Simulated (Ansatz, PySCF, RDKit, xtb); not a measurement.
# GeSiH3F3: ranking a sample of isomers

Which of a sample of isomers of GeSiH3F3 is the most stable in the gas at 298.15 K, and what are its properties? The sample is small against all isomers, and the most stable one of this formula need not be in it.

The funnel: GFN2-xTB relaxations, single points with a density functional, relaxations at PBE0-D4/def2-SVP, harmonic vibrations, and a last energy at a higher level. All values are calculated.

4 further runs of the same task are left out: 4 set aside as unsound or not needed.

**1. Candidates**

Isomers were drawn by moving bonds and hydrogen atoms under normal valences; this is a sample, not all of them. O–O, O–halogen and N–halogen bonds and N–N–N chains are not drawn. That gives 4 candidates.

```
label                   SMILES     spin
 c076       [F][GeH2][SiH](F)F  singlet
 c245        F[Si](F)(F)[GeH3]  singlet
 c286     F[SiH2][GeH]([F])[F]  singlet
 c556  [F][Ge]([F])([F])[SiH3]  singlet
```

Candidates are built by distance geometry, with a force field where one applies, in up to four conformers (letters a to d).

**Question.** With final energies at CCSD(T)/def2-SVP + MP2/def2-TZVPP - MP2/def2-SVP, which structure will this search put lowest in free energy, and by what margin?

| quantity | value |
| --- | --- |
| lowest structure found | F[Si](F)(F)[GeH3], singlet, C3v |
| next finalist | [F][GeH2][SiH](F)F, singlet, 27.9 kcal/mol higher in G |
| share at equilibrium, among the finalists | 100.0 % |
| harmonic wavenumbers, lowest and highest (PBE0-D4/def2-SVP) | 84 and 2187 cm⁻¹ |
| rotational constants, same geometry | 0.1266, 0.04403, 0.04403 cm⁻¹ |
| dipole moment (PBE0/def2-TZVPD) | 2.32 D |
| HOMO energy (PBE0/def2-TZVPD) | -9.40 eV |
| LUMO energy (PBE0/def2-TZVPD) | -0.34 eV |
| HOMO–LUMO gap (PBE0/def2-TZVPD) | 9.06 eV |
| lowest excitation (TD-PBE0/def2-SVPD) | 8.07 eV (f = 0.039) |
| lowest triplet excitation, same level, Tamm-Dancoff | 6.91 eV |
| vertical ionisation energy | 11.57 eV |
| vertical electron affinity | -0.82 eV (unbound: the value depends on the basis) |
| vertical triplet less singlet | +6.76 eV |

The lowest structure found is `F[Si](F)(F)[GeH3]`. The margin of 27.9 kcal/mol over the next finalist is beyond the usual error of the last level; it says nothing of structures that weren't ranked. GFN2-xTB, HF/STO-3G, r2SCAN-D4/def2-SVP, PBE0-D4/def2-SVP, HF/def2-SVP and MP2/def2-SVP already put its bonding pattern lowest among the structures in one piece. The search is not exhaustive (a finite list of starts, one conformer a finalist), so a lower isomer can't be ruled out. Only 4 drawn patterns were tried, so whole families of isomers are missing, and the result ranks this sample alone. The lowest isomer need not be the one that is made and kept in a bottle, which depends on barriers.
